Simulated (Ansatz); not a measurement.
**CH₂AlBO: up Jacob's ladder to CCSD(T)**

An exercise on one series of results from a longer session: the logs are not shown, and one member is left open.

Method: functionals in def2-TZVPP, the program's frozen cores in correlated methods; program: Ansatz 0.2.0, Gaussian basis.

Levels to be run: LDA (SPW92), PBE-D4, revPBE-D4, BLYP-D4, r2SCAN-D4, B97M-V, PBE0-D4, B3LYP-D4, r2SCANh-D4, r2SCAN0-D4, HSE06-D4, BHLYP-D4, CAM-B3LYP-D4, LC-ωPBE, ωB97X-V, ωB97M-V, B2PLYP, PBE-QIDH; CCSD(T)/def2-SVP; CCSD(T)/def2-TZVPP; MP2/def2-QZVPP; extrapolation to the limit; RPA on PBE.

## Structure used throughout

An earlier PBE0-D4 in a triple-zeta def2 set relaxation fixed the geometry.

6 atoms, charge 0, spin multiplicity 1.

Atoms are counted from 1 here; the program's logs count them from 0.

Bond lengths: O1–C2 1.156 Å, C2–B3 1.438 Å, B3–Al4 1.943 Å, B3–H5 1.189 Å, Al4–H6 1.581 Å. Angles: O1–C2–B3 177.4°, C2–B3–Al4 105.8°, C2–B3–H5 125.9°, Al4–B3–H5 128.3°, B3–Al4–H6 179.2°.

Set-up of the first run:

in.yaml reads:

```yaml
crystal:
  periodic: [false, false, false]
  atoms:
    - {symbol: O, position_ang: [0.181929, -2.152481, 1.013478]}
    - {symbol: C, position_ang: [0.469572, -1.176959, 0.462977]}
    - {symbol: B, position_ang: [0.765681, 0.054794, -0.216478]}
    - {symbol: Al, position_ang: [-0.914271, 1.026045, -0.307474]}
    - {symbol: H, position_ang: [1.830673, 0.385346, -0.628059]}
    - {symbol: H, position_ang: [-2.291585, 1.799355, -0.370645]}
basis:
  gaussian: {orbitals: def2-TZVPP}
hamiltonian: {xc: lda}
output: {orbitals: {seedname: orbitals}}
```

The run is started by

```sh
$ ansatz run in.yaml --threads 2 --pin off --events-out ev --progress --plain --max-ram 4352MiB
```

Steps of the session up to this table: LDA; PBE-D4 (GGA); revPBE-D4 (GGA); BLYP-D4 (GGA); r2SCAN-D4 (meta-GGA); B97M-V (meta-GGA); PBE0-D4 (hybrid); B3LYP-D4 (hybrid); r2SCANh-D4 (hybrid); r2SCAN0-D4 (hybrid); HSE06-D4 (hybrid); BHLYP-D4 (hybrid); CAM-B3LYP-D4 (range-separated); LC-ωPBE (range-separated); ωB97X-V (range-separated); ωB97M-V (range-separated); B2PLYP (double hybrid); PBE-QIDH (double hybrid).

One of the session's tables, all rows but one given; the rest of the session is left out.

It belongs to the step «Orbital energies across the functionals». 

```
  functional  HOMO (eV)  LUMO (eV)  gap (eV)
 LDA (SPW92)      -4.91      -3.27      1.65
      PBE-D4      -4.75      -3.04      1.71
   revPBE-D4      -4.69      -2.94      1.75
     BLYP-D4      -4.58      -2.91      1.67
   r2SCAN-D4      -4.88      -2.80      2.07
      B97M-V      -4.85      -2.87      1.98
     PBE0-D4      -5.58      -2.28      3.30
    B3LYP-D4      -5.40      -2.47      2.93
  r2SCANh-D4      -5.19      -2.54      2.65
  r2SCAN0-D4      -5.67      -2.15      3.52
    HSE06-D4      -5.20      -2.65      2.54
    BHLYP-D4          ?          ?         ?
CAM-B3LYP-D4      -6.66      -1.31      5.35
     LC-ωPBE      -7.80      -0.25      7.55
     ωB97X-V      -7.53      -0.33      7.20
     ωB97M-V      -7.45      -0.58      6.87
```

Estimate the missing values for BHLYP-D4.

Worked estimate for «HOMO (eV)». Against the share of exact exchange, BLYP-D4 (0, -4.58), B3LYP-D4 (0.2, -5.40) give a slope of -4.10 per unit share; at 0.5 the line stands at -6.63.

**Answer.** HOMO (eV): -6.26; LUMO (eV): -1.48; gap (eV): 4.78. In «HOMO (eV)» the line misses by -0.37.
